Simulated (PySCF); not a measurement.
# F3H2HfO (Hf(F)3(H2O)+): the cost of one run

Method: PBE0, Hf def2-SVP with ECP60, F def2-SVP, O def2-SVP, H def2-SVP; scalar-relativistic core potentials, no spin–orbit coupling; program: PySCF 2.14.0.

1 further run of the same task is left out (for a known fault of the program).

## (1) Starting geometry

7 atoms, charge 1, spin multiplicity 1.

Bond lengths: Hf1–F2 1.873 Å, Hf1–F3 1.871 Å, Hf1–F4 1.873 Å, Hf1–O5 2.185 Å, O5–H6 0.976 Å, O5–H7 0.976 Å. Angles: F2–Hf1–F3 111.9°, F2–Hf1–F4 114.1°, F2–Hf1–O5 105.1°, F3–Hf1–F4 111.9°, F3–Hf1–O5 108.1°, F4–Hf1–O5 105.1°, Hf1–O5–H6 126.6°, Hf1–O5–H7 126.6°, H6–O5–H7 106.7°.

Coordinates:

```xyz
7
charge 1, multiplicity 1
Hf    0.0292   -0.0406    0.0406
F     1.0414    1.1491    1.0733
F    -1.1012   -1.0953    1.0953
F     1.0414   -1.0733   -1.1491
O    -1.2174    1.2285   -1.2285
H    -1.5481    2.1209   -1.0136
H    -1.5481    1.0136   -2.1209
```

Formal oxidation states: Hf +4. An earlier session relaxed this geometry at PBE0, Hf def2-SVP with ECP60, F def2-SVP, O def2-SVP, H def2-SVP (singlet, point group Cs).

Its energy there is -423.313055 Eh.

## (2) One electron removed, multiplicity 2

File run.py (the lines that set the calculation):

```python
mol = gto.M(atom='''
Hf     0.02917    -0.04062     0.04062
F      1.04141     1.14909     1.07332
F     -1.10121    -1.09529     1.09529
F      1.04141    -1.07332    -1.14909
O     -1.21741     1.22846    -1.22846
H     -1.54814     2.12088    -1.01362
H     -1.54814     1.01362    -2.12088''',
    basis={'Hf': 'def2-SVP', 'F': 'def2-SVP', 'O': 'def2-SVP', 'H': 'def2-SVP'},
    ecp={'Hf': 'def2-SVP'},
    charge=2, spin=1)
mf = dft.UKS(mol, xc='PBE0')
mf.grids.atom_grid = (50, 194)
mf = mf.density_fit()  # fitting sets: Hf def2-universal-JKFIT, F def2-universal-JKFIT, O def2-universal-JKFIT, H def2-universal-JKFIT
mf.conv_tol = 1e-08; mf.max_cycle = 55
mf.kernel(dm0)  # dm0: the density of the relaxed state
```

The run is started by

```
OMP_NUM_THREADS=2 python run.py
```

**Question.** How long does this run take on 2 threads of Intel Xeon Platinum 8488C (Sapphire Rapids), shared host?

About 3.9 s.
